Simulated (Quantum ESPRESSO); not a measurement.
# NbSi: zone-centre phonons under several settings

```
CELL_PARAMETERS angstrom
0.00000 2.57383 2.57383
2.57383 0.00000 2.57383
2.57383 2.57383 0.00000
ATOMIC_POSITIONS crystal
Nb 0.00000 0.00000 0.00000
Si 0.50000 0.50000 0.50000
```

The cell was built by a generator and needn't be a form met in nature.

All runs used Quantum ESPRESSO 7.5; potentials GBRV 1.5 LDA; k mesh 9 × 9 × 9; no spin polarisation; cutoff 612 eV; occupations cold, width 0.2 eV.

```csv
level,geometry,volume (Å³/atom),pressure (GPa),lowest optical mode without the field (cm⁻¹)
LDA,relaxed at -3 GPa,?,-3.0,?
LDA,relaxed at 0 GPa,16.22,0.0,386
LDA,relaxed at 3 GPa,15.95,3.0,397
LDA,relaxed at 8 GPa,15.53,8.0,414
LDA,relaxed at 15 GPa,15.02,15.0,435
```

Question: What stands in the row left open?

Answer: Volume 16.53 Å³/atom; lowest optical mode without the field 374 cm⁻¹.

Caveats: the cell is more than 3 GPa from zero pressure, which shifts response properties (some runs).

For the row left open. Caveat: the cell is more than 3 GPa from zero pressure, which shifts response properties.
